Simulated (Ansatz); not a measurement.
# One shape, several levels: singlet [SiNHF3]+

Aim: a comparison of 6 runs (B3LYP/6-31G*, PBE-QIDH/6-31G*, PBE0/6-31G*, RPA@PBE0/6-31G*, BCCD(T)/6-31G*, CCSD/6-31G*) of singlet [SiNHF3]+. 

The results are computed with Ansatz 0.2.0.

86 further runs of the same task are left out: 2 that didn't finish, 84 set aside as unsound or not needed. Runs told in other sessions of the task aren't counted.

### 1 The structure to begin with

[SiNHF3]+: 6 atoms, total charge +1, spin state singlet. SMILES of the parent species: `[NH][Si](F)(F)F`. The coordinates come from a PBE0-D4/def2-TZVP relaxation. That shape belongs to the parent species and isn't relaxed for this state.

Bond lengths: N1–Si2 1.723 Å, Si2–F3 1.568 Å, Si2–F4 1.573 Å, Si2–F5 1.573 Å, N1–H6 1.021 Å. Angles: N1–Si2–F3 109.4°, N1–Si2–F4 111.5°, N1–Si2–F5 111.4°, F3–Si2–F4 107.8°, F3–Si2–F5 107.8°, F4–Si2–F5 108.9°, Si2–N1–H6 114.3°.

### 2 A single-point energy at B3LYP/6-31G(d) (spherical functions) (run 1)

Contents of in.yaml:

```yaml
crystal:
  periodic: [false, false, false]
  atoms:
    - symbol: "N"
      position_ang: [-0.974500, 0.604600, 0.713900]
    - symbol: Si
      position_ang: [0.193600, -0.089600, -0.346100]
    - symbol: F
      position_ang: [-0.087100, 0.387600, -1.812600]
    - symbol: F
      position_ang: [0.123100, -1.661400, -0.330200]
    - symbol: F
      position_ang: [1.652300, 0.359600, 0.035600]
    - symbol: H
      position_ang: [-0.865300, 0.335400, 1.693200]
basis:
  gaussian: {orbitals: 6-31G_st_-spherical.json}
total_charge: 1
hamiltonian: {xc: {name: B3LYP}}
accuracy: high
output: {orbitals: {seedname: orbitals}}
```

The basis set 6-31G* is read from a file made from the Basis Set Exchange's data (not shown).

Started as:

```
ansatz run in.yaml --threads 1 --pin off --max-ram 3480MiB --events-out events.jsonl --progress --plain --runs-dir runs
```

The log of the run:

```text
Warning: RAYON_NUM_THREADS=1 ignored (pool sized by the plan → 1); use --threads N
Functional definition: B3LYP
  name "B3LYP"
  parameter a0 = 0.2
  parameter ax = 0.72
  parameter ac = 0.81
  exchange = (1 - a0 - ax)*slater_x + ax*b88_x + a0*exact_x
  correlation = (1 - ac)*vwn_rpa_c + ac*lyp_c
1641 factors; integrals over basis functions are off by at most 3.9e-9 eV
mean field evaluation 1: about -17513.4884 eV, gradient 8.5e1 eV
mean field evaluation 2: about -17444.2623 eV, gradient 2.0e2 eV
mean field evaluation 4: about -17524.4020 eV, gradient 6.4e0 eV
mean field evaluation 8: about -17524.7150 eV, gradient 1.0e0 eV
mean field evaluation 16: about -17524.7175 eV, gradient 7.3e-4 eV
mean field -17524.71748706 eV, -644.0214889693 hartree, gradient 3.0e-8 eV, S^2 0.000000; 0 other end points of the search recorded, 0 dependent functions left out
reference -17524.71752222 eV, -644.0214902614 hartree; 24, 24 occupied and 52, 52 virtual orbitals, 1641 factors
Total energy: -17524.71752222 eV, -644.0214902614 hartree
```

Wall time 7.5 s (1 thread of Arm Neoverse V1, shared host); peak memory 0.23 GiB.

### 3 A single-point energy at PBE-QIDH/6-31G(d) (spherical functions) (run 2)

Contents of input.yaml:

```yaml
crystal:
  periodic: [false, false, false]
  atoms:
    - {symbol: "N", position_ang: [-0.974500, 0.604600, 0.713900]}
    - {symbol: Si, position_ang: [0.193600, -0.089600, -0.346100]}
    - {symbol: F, position_ang: [-0.087100, 0.387600, -1.812600]}
    - {symbol: F, position_ang: [0.123100, -1.661400, -0.330200]}
    - {symbol: F, position_ang: [1.652300, 0.359600, 0.035600]}
    - {symbol: H, position_ang: [-0.865300, 0.335400, 1.693200]}
basis:
  gaussian: {orbitals: 6-31G_st_-spherical.json}
total_charge: 1
magnetization: {spin_polarized: false, initial_magnetization: 0}
hamiltonian: {xc: {name: PBE-QIDH}}
correlation: {frozen_orbitals: {F: 1, H: 0, "N": 1, Si: 5}}
accuracy: high
output: {orbitals: {seedname: orbitals}}
```

The basis set 6-31G* is read from a file made from the Basis Set Exchange's data (not shown).

Started as:

```
ansatz run input.yaml --threads 1 --pin off --max-ram 3480MiB --events-out events.jsonl --progress --plain --runs-dir runs
```

The log of the run, shortened:

```text
Warning: RAYON_NUM_THREADS=1 ignored (pool sized by the plan → 1); use --threads N
Functional definition: PBE-QIDH
  name "PBE-QIDH"
[...]
1641 factors; integrals over basis functions are off by at most 3.9e-9 eV
[...]
mean field -17497.92995766 eV, -643.0370654212 hartree, gradient 8.5e-8 eV, S^2 0.000000; 0 other end points of the search recorded, 0 dependent functions left out; unrestricted orbitals would lower it
9 core orbitals not correlated: weight in the atoms' cores, before any rotation towards them, 1.000 or more for the frozen orbitals, at most 0.000 for the correlated occupied ones
reference -17497.92995870 eV, -643.0370654594 hartree; 15, 15 occupied and 52, 52 virtual orbitals, 1641 factors
second order -21.70822514 eV of doubles, -0.00000000 eV of singles
Total energy: -17505.16603375 eV, -643.3029863126 hartree
```

It took 10 s on 1 thread of Arm Neoverse V1, shared host; peak memory 0.27 GiB.

Runs 3 to 5 aren't shown in full; the table further down has their settings and results.

### 4 A single-point energy at CCSD/6-31G(d) (spherical functions) (run 6)

Contents of input.yaml:

```yaml
crystal:
  periodic: [false, false, false]
  atoms:
    - {symbol: N, position_ang: [-0.974500, 0.604600, 0.713900]}
    - {symbol: Si, position_ang: [0.193600, -0.089600, -0.346100]}
    - {symbol: F, position_ang: [-0.087100, 0.387600, -1.812600]}
    - {symbol: F, position_ang: [0.123100, -1.661400, -0.330200]}
    - {symbol: F, position_ang: [1.652300, 0.359600, 0.035600]}
    - {symbol: H, position_ang: [-0.865300, 0.335400, 1.693200]}
basis:
  gaussian: {orbitals: 6-31G_st_-spherical.json}
total_charge: 1
correlation: {method: ccsd, frozen_orbitals: {F: 1, H: 0, "N": 1, Si: 5}}
accuracy: high
scf: {omitted_lower_state_checks: [cluster_reference, increment]}
```

The basis set 6-31G* is read from a file made from the Basis Set Exchange's data (not shown).

Started as:

```
ansatz run input.yaml --threads 1 --pin off --max-ram 3480MiB --events-out events.jsonl --progress --plain --runs-dir runs
```

The log of the run, shortened:

```text
Warning: RAYON_NUM_THREADS=1 ignored (pool sized by the plan → 1); use --threads N
Functional definition: HF
  name "HF"
[...]
1641 factors; integrals over basis functions are off by at most 3.9e-9 eV
[...]
mean field -17468.93983965 eV, -641.9716982344 hartree, gradient 9.9e-8 eV, S^2 0.000000; 0 other end points of the search recorded, 0 dependent functions left out; unrestricted orbitals would lower it
9 core orbitals not correlated: weight in the atoms' cores, before any rotation towards them, 1.000 or more for the frozen orbitals, at most 0.000 for the correlated occupied ones
reference -17468.93983965 eV, -641.9716982344 hartree; 15, 15 occupied and 52, 52 virtual orbitals, 1641 factors
second order -19.10678624 eV of doubles, -0.00000000 eV of singles
cycle   1  -19.15167712 eV  change   -4.5e-2 eV  update   1.2e-1
[...]
cycle  41  -19.89272962 eV  change   -1.0e-9 eV  update   1.2e-9
Total energy: -17488.83256927 eV, -642.7027425641 hartree
Checks for a lower state left out: cluster_reference, increment
```

Run time: 21 s. Hardware: 1 thread of Arm Neoverse V1, shared host; peak memory 0.37 GiB.

### 5 The series

| run | level | frozen core orbitals | energy (Eh) | wall time |
| --- | --- | --- | --- | --- |
| 1 | B3LYP/6-31G* (spherical functions) | – | -644.021490 | 7.5 s |
| 2 | PBE-QIDH/6-31G* (spherical functions) | 9 | -643.302986 | 10 s |
| 3 | PBE0/6-31G* (spherical functions) | – | -643.534248 | 8.1 s |
| 4 | RPA@PBE0/6-31G* (spherical functions) | 9 | -642.912963 | 15 s |
| 5 | BCCD(T)/6-31G* (spherical functions) | 9 | -642.718841 | 29 s |
| 6 | CCSD/6-31G* (spherical functions) | 9 | -642.702743 | 21 s |

### 6 Outcome

| quantity | value |
| --- | --- |
| run 6: total energy | -642.70274 Eh |
| run 6: correlation energy (9 core orbitals frozen) | -731.0 mEh |
| run 6: T1 diagnostic | 0.022 |

Over runs 1, 2, 3 the HOMO–LUMO gap runs from 2.07 eV (B3LYP/6-31G*) to 8.15 eV (PBE-QIDH/6-31G*). A double hybrid's value is that of its SCF part. Totals of different functionals can't be ranked against each other. In runs 2, 4, 5, 6 the log says that unrestricted orbitals would lower the reference, so the values rest on an unstable closed-shell determinant (other closed-shell runs at this shape may share the fault). All runs together took 92 s, the longest 29 s.
